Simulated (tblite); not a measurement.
# C6H12BNO: the cost of one run

The runs use tblite 0.8.0 and PySCF 2.14.0, with density-fitted response routines of our own; the level of theory stands in each step. All values are computed, except where a source is named. Atoms are numbered from 0 throughout.

## (1) The starting structure

21 atoms, charge 0, multiplicity 1; geometry from: force field or distance geometry start.

Bonds of the start (Å): C0–C1 1.33, C1–C2 1.47, C1–C3 1.49, C3–B4 1.61, B4–O5 1.47, B4–N6 1.52, N6–C7 1.16, C7–C8 1.46, C0–H9 1.12, C0–H10 1.06, C2–H11 1.12, C2–H12 1.14, C2–H13 1.11, C3–H14 1.11, C3–H15 1.11, B4–H16 1.18, O5–H17 1.01, C8–H18 1.14, C8–H19 1.09, C8–H20 1.09.

## (2) Optimising the geometry with GFN2-xTB

Job settings and geometry (Å):

```
{"job": {"kind": "relax", "xc": "GFN2-xTB", "basis": "xTB"}, "charge": 0, "multiplicity": 1}
C     -2.854400    -1.440100    -0.279100
C     -1.960800    -0.459300    -0.165800
C     -2.401200     0.852200     0.334100
C     -0.553300    -0.779100    -0.530200
B      0.381000    -0.570700     0.760600
O     -0.284400     0.445600     1.584200
N      1.732500    -0.063100     0.299700
C      2.775200     0.339400    -0.026000
C      4.073200     0.846900    -0.471800
H     -3.891900    -1.147700     0.009900
H     -2.647100    -2.426100    -0.620900
H     -2.571900     0.895500     1.436700
H     -3.403500     1.050100    -0.164200
H     -1.702700     1.670800     0.060200
H     -0.471100    -1.831900    -0.870700
H     -0.189800    -0.088100    -1.317700
H      0.595000    -1.571700     1.349600
H      0.236300     1.293600     1.428500
H      4.139700     1.964500    -0.283900
H      4.161800     0.695700    -1.550500
H      4.828300     0.340400     0.128600
```

The run is started by

```sh
$ OMP_NUM_THREADS=1 python probes_run.py task.json out
```

The driver reads the jobs from task.json and runs them one after another.

Q: Estimate the wall time and peak memory of this first job on 1 thread of Arm Neoverse V1, shared host.

About 1.1 s, with a peak of 0.18 GiB.
